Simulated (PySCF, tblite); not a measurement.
# C₆H₁₃NSi₂: geometry, infrared bands and NMR shifts

Aim: predict the infrared bands and NMR shifts of C₆H₁₃NSi₂ (`CC#C[Si@@]1(C[SiH3])CCN1`).

Computed with tblite 0.8.0 and PySCF 2.14.0, with density-fitted response routines of our own, on a single molecule in the gas phase. Atoms count from 0, in the outputs and in this text.

## Step 1: The molecule as given

22 atoms, charge 0, multiplicity 1; geometry from: force field or distance geometry start.

Bonds of the start (Å): C0–C1 1.49, C1–C2 1.19, C2–Si3 1.85, Si3–C4 1.84, C4–Si5 1.85, Si3–C6 1.85, C6–C7 1.54, C7–N8 1.45, N8–Si3 1.77, C0–H9 1.12, C0–H10 1.09, C0–H11 1.11, C4–H12 1.12, C4–H13 1.12, Si5–H14 1.46, Si5–H15 1.49, Si5–H16 1.47, C6–H17 1.10, C6–H18 1.10, C7–H19 1.11, C7–H20 1.12, N8–H21 1.05.

## Step 2: Relaxing the molecule with GFN2-xTB

Job settings and geometry (Å):

```
{"job": {"kind": "relax", "xc": "GFN2-xTB", "basis": "xTB"}, "charge": 0, "multiplicity": 1}
C      4.130300    -0.994900     1.020300
C      2.720500    -0.667800     0.674800
C      1.595900    -0.403600     0.396400
Si    -0.138200     0.032900    -0.086300
C     -0.345000     1.804200    -0.526700
Si    -2.132900     2.287700    -0.539500
C     -0.915400    -1.232400    -1.185600
C     -1.693000    -1.587700     0.090400
N     -1.251000    -0.654800     1.107100
H      4.822300    -0.339500     0.433300
H      4.285400    -0.838000     2.087900
H      4.324400    -2.025800     0.664600
H      0.193200     2.078100    -1.465000
H      0.184700     2.409300     0.257500
H     -2.919800     1.126700    -0.940400
H     -2.492300     2.689600     0.854700
H     -2.346800     3.434900    -1.432600
H     -1.555200    -0.872800    -2.010100
H     -0.205000    -2.028800    -1.434400
H     -2.772800    -1.514100    -0.138200
H     -1.432900    -2.634300     0.387100
H     -2.066700    -0.049500     1.383100
```

Command:

```console
OMP_NUM_THREADS=1 python probes_run.py task.json out
```

One launch serves the whole session: the jobs run in the order shown.

**Question.** This job is followed by: GFN2-xTB harmonic vibrations, gas phase; GIAO PBE0/pcSseg-1 NMR shielding, non-relativistic, gas phase. Predict these results of the whole session: strongest single infrared mode (GFN2-xTB); zero-point energy (GFN2-xTB); 13C shifts against TMS (PBE0/pcSseg-1); 1H shifts against TMS (PBE0/pcSseg-1, means over atoms taken as alike); 29Si shifts against TMS (PBE0/pcSseg-1); 15N shifts against NH3 (PBE0/pcSseg-1).

**Answer**, as computed:

| quantity | value |
| --- | --- |
| strongest single infrared mode (GFN2-xTB) | 800 cm⁻¹, 481 km/mol |
| zero-point energy (GFN2-xTB) | 105.5 kcal/mol |
| 13C shifts against TMS (PBE0/pcSseg-1) | 111.1, 89.8, 46.3, 18.1, 5.8, -0.3 ppm |
| 1H shifts against TMS (PBE0/pcSseg-1, means over atoms taken as alike) | 4.01, 3.80, 3.73, 2.05, 1.74, 1.50, 0.51, 0.25, -0.15 ppm |
| 29Si shifts against TMS (PBE0/pcSseg-1) | -11.0, -77.6 ppm |
| 15N shifts against NH3 (PBE0/pcSseg-1) | 50.2 ppm |

**Reading.** Relaxing lowered the energy by 0.771 eV in 123 steps; the close pair that moved most is Si3–C6, from 1.848 to 1.912 Å. The lowest mode is slightly imaginary (19i cm⁻¹), a soft motion within the noise of the Hessian, so the minimum is not strictly shown. Unscaled tight-binding wavenumbers are off by several per cent, some by more. Its intensities can rank the bands wrongly.
